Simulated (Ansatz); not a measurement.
# ZrTi3Ge8: the cost of one run

Program: Ansatz 0.2.0. Level of theory: DFT PBE, scalar-relativistic, plane waves, PAW. These are calculated values, not measurements.

1 further run of the same task is left out (set aside as unsound or not needed).

## (1) The starting structure

It takes space group C222 (No. 21, orthorhombic). Conventional cell: a = 5.131 Å, b = 8.773 Å, c = 8.931 Å, α = 90.00°, β = 90.00°, γ = 90.00°. Zr (site symmetry 222) has 10 Ge at 2.73 to 2.95 Å as nearest neighbours. Ti (site symmetry 2) is surrounded by 10 Ge at 2.66 to 2.97 Å. Ti (site symmetry 222) is surrounded by 10 Ge at 2.62 to 2.96 Å. Ge (site symmetry 1) is surrounded by 4 Ti at 2.62 to 2.97 Å and 5 Ge at 2.65 to 2.98 Å and 1 Zr at 2.73 Å. Ge (site symmetry 2) is surrounded by 5 Ge at 2.65 to 2.97 Å and 5 Ti at 2.66 to 2.96 Å. Around Ge (site symmetry 2) lie 2 Ti at 2.69 Å and 5 Ge at 2.71 to 2.96 Å and 3 Zr at 2.93 to 2.95 Å.

As a file:

```cif
data_structure
_symmetry_space_group_name_H-M 'P 1'
_symmetry_Int_Tables_number 1
_cell_length_a 5.0815
_cell_length_b 5.0815
_cell_length_c 8.9312
_cell_angle_alpha 90.000
_cell_angle_beta 90.000
_cell_angle_gamma 119.353
_cell_volume 201.01
loop_
_atom_site_label
_atom_site_type_symbol
_atom_site_fract_x
_atom_site_fract_y
_atom_site_fract_z
_atom_site_occupancy
Zr1 Zr 0.50000 0.50000 0.00000 1
Ti1 Ti 0.00000 0.50000 0.74895 1
Ti2 Ti 0.50000 0.00000 0.25105 1
Ti3 Ti 0.00000 0.00000 0.50000 1
Ge1 Ge 0.16329 0.32938 0.25575 1
Ge2 Ge 0.67062 0.83671 0.74425 1
Ge3 Ge 0.33057 0.66943 0.50000 1
Ge4 Ge 0.83377 0.16623 0.00000 1
Ge5 Ge 0.66943 0.33057 0.50000 1
Ge6 Ge 0.16623 0.83377 0.00000 1
Ge7 Ge 0.83671 0.67062 0.25575 1
Ge8 Ge 0.32938 0.16329 0.74425 1
```

It is the end of an earlier relaxation with the same method, from a generated guess; it needn't be the stable form of this composition. At a tolerance of 0.05 Å it has space group C222 (No. 21); it has 16.75 Å³/atom, an uncorrected energy of -0.44 eV/atom over the elements.

## (2) Bands, states and charges

File input.yaml:

```yaml
crystal:
  lattice:
    - [2.5655702185, -4.3862730288, 0.0]
    - [2.5655702185, 4.3862730288, 0.0]
    - [0.0, 0.0, 8.9312302055]
  atoms:
    - { symbol: Zr, position: [0.5, 0.5, 0.0] }
    - { symbol: Ti, position: [0.0, 0.5, 0.7489518009] }
    - { symbol: Ti, position: [0.5, 0.0, 0.2510481991] }
    - { symbol: Ti, position: [0.0, 0.0, 0.5] }
    - { symbol: Ge, position: [0.1632893586, 0.329378926, 0.2557528727] }
    - { symbol: Ge, position: [0.670621074, 0.8367106414, 0.7442471273] }
    - { symbol: Ge, position: [0.3305742724, 0.6694257276, 0.5] }
    - { symbol: Ge, position: [0.8337669667, 0.1662330333, 0.0] }
    - { symbol: Ge, position: [0.6694257276, 0.3305742724, 0.5] }
    - { symbol: Ge, position: [0.1662330333, 0.8337669667, 0.0] }
    - { symbol: Ge, position: [0.8367106414, 0.670621074, 0.2557528727] }
    - { symbol: Ge, position: [0.329378926, 0.1632893586, 0.7442471273] }
basis:
  ecutwfc: 420
kpoints:
  mp_grid: { grid: [8, 8, 4] }
  band_path:
    path:
      - [[0.0, 0.0, 0.0], [-0.5, 0.5, 0.0], [-0.33552961, 0.66447039, 0.0]]
      - [[0.33552961, 0.33552961, 0.0], [0.0, 0.0, 0.0], [0.0, 0.0, 0.5], [0.33552961, 0.33552961, 0.5]]
      - [[-0.33552961, 0.66447039, 0.5], [-0.5, 0.5, 0.5], [-0.5, 0.5, 0.0]]
      - [[0.0, 0.0, 0.0], [0.0, 0.5, 0.0], [0.0, 0.5, 0.5], [0.0, 0.0, 0.5], [-0.5, 0.5, 0.5]]
    npoints: 10
hamiltonian:
  xc: pbe
scf:
  occupations: { method: gaussian, width: 0.1 }
  n_extra_bands: 30
output:
  forces: true
  stress: true
  eigenvalues: true
  populations: true
  dos: { projected: true, de: 0.02, nscf_kmesh: { grid: [10, 10, 5] } }
  bader: false
  write_density: true
  write_potential: true
  elf: true
  volumetric_format: npy
```

The run is started by

```console
ansatz run input.yaml --threads 4 --pin off --max-ram 8192MiB --backend cpu --events-out ev --progress --plain --runs-dir out
```

Q: Estimate wall time and peak memory on 4 threads of Intel Xeon at 2.70GHz, shared host.

About 2.7 min, with a peak of 2.1 GiB.
